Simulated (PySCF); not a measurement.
C2SH2, in a box:

```
C S H
1.0
    14.00000    0.00000    0.00000
     0.00000   11.00000    0.00000
     0.00000    0.00000   10.00000
C S H
2 1 2
Direct
  0.43090 0.43947 0.50597
  0.51644 0.45022 0.50839
  0.63631 0.45260 0.51412
  0.35519 0.43116 0.50360
  0.64667 0.57266 0.49268
```

Base run:

* Program: PySCF 2.14.0
* Functional: PBEsol
* Potentials or basis: pob-tzvp-rev2 (all-electron)
* k mesh: 1 × 1 × 1
* Occupations: fixed
* Spin: no spin polarisation

Its results: gap between the frontier levels 4.98 eV.

Q: After a change of settings the same cell gave: gap between the frontier levels 6.86 eV. Which change was it?
A. functional from PBEsol to RPBE
B. functional from PBEsol to SCAN; dispersion from none to D4
C. functional from PBEsol to X3LYP; dispersion from none to D3

A: C.

Caveats: this is a molecule in a periodic box at the Γ point, so its band gap is the HOMO-LUMO gap; the basis of atomic orbitals isn't converged, which shifts pressures, moduli and gaps.

Runs at the PBE level aren't shown here.
